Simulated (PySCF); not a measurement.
# VF₃: relaxation and vibrations of the triplet

Where does triplet VF₃ go from a PBE0 minimum start, is the end point a minimum, and what are its modes, charges and moments?

Method: PBE0, basis V def2-SVP, F def2-SVP, no relativity, density fitting; program: PySCF 2.14.0.

### 1 The starting structure

4 atoms, charge 0, spin multiplicity 3.

Bond lengths: V1–F2 1.720 Å, V1–F3 1.733 Å, V1–F4 1.733 Å. Angles: F2–V1–F3 124.5°, F2–V1–F4 124.5°, F3–V1–F4 110.9°.

Coordinates in bohr (charge 0 multiplicity 3):
```
V     0.0815    0.0000    0.0000
F     3.3319    0.0000   -0.0002
F    -1.7747    2.6980    0.0001
F    -1.7747   -2.6980    0.0001
```

### 2 The SCF at the typed geometry

The steps below are one call of a driver around PySCF. For each, scf.py gives the equivalent set-up of the SCF; relaxations use the driver's own optimiser. After this first run the driver tries any further starts and a stability analysis.

The input, scf.py:

```python
from pyscf import gto, scf, dft
mol = gto.M(atom='''
V      0.043138    -0.000000    -0.000003
F      1.763143    -0.000004    -0.000115
F     -0.939133     1.427700     0.000061
F     -0.939140    -1.427696     0.000061''',
    basis={'V': 'def2-SVP', 'F': 'def2-SVP'},
    charge=0, spin=2)
mf = dft.UKS(mol, xc='PBE0')
mf.grids.atom_grid = (50, 194)
aux = {'V': 'def2-universal-JKFIT', 'F': 'def2-universal-JKFIT'}
mf = mf.density_fit(auxbasis=aux)
mf.conv_tol = 1e-08
mf.diis_space = 10
mf.max_cycle = 60
mf.init_guess = 'minao'
mf.verbose = 4
mf.kernel()
```

On the command line:

```
$ OMP_NUM_THREADS=2 python axn.py task.json out
```

Further steps of the session: Relaxing the triplet from the PBE0 minimum start; Frequencies.

What does the calculation give? Wanted: minimum; geometry; wavenumbers; dipole moment; highest occupied, lowest empty level; polar-tensor charge of V1; zero-point energy; atomisation energy; ⟨S²⟩.

The runs gave:

| quantity | value |
| --- | --- |
| minimum | triplet, C2v |
| geometry | V–F 1.720 Å, V–F 1.733 Å (×2); F–V–F 110.9°, F–V–F 124.5° (×2) |
| wavenumbers (cm⁻¹) | 102 (b2), 127 (b1), 201 (a1), 696 (a1), 718 (b2), 826 (a1) |
| dipole moment | 0.69 D |
| highest occupied, lowest empty level (either spin) | -7.81, -3.31 eV |
| polar-tensor charge of V1 | +2.11 e |
| zero-point energy | 16.0 kJ/mol |
| entropy at 298.15 K | 316.4 J/(mol K) |
| atomisation energy (no zero-point energy) | 1643 kJ/mol |
| ⟨S²⟩ | 2.009 |

**Reading.** The molecule stays C2v, as typed, and the end point is a minimum. The strongest infrared band lies at 718 cm⁻¹ (b2, stretch). Most of the spin sits on V1 (Mulliken spin 2.04, against 2 for the whole molecule). Other starts or spin states, not run here, may lie lower. One determinant may miss the lowest occupation of an open d or f shell.
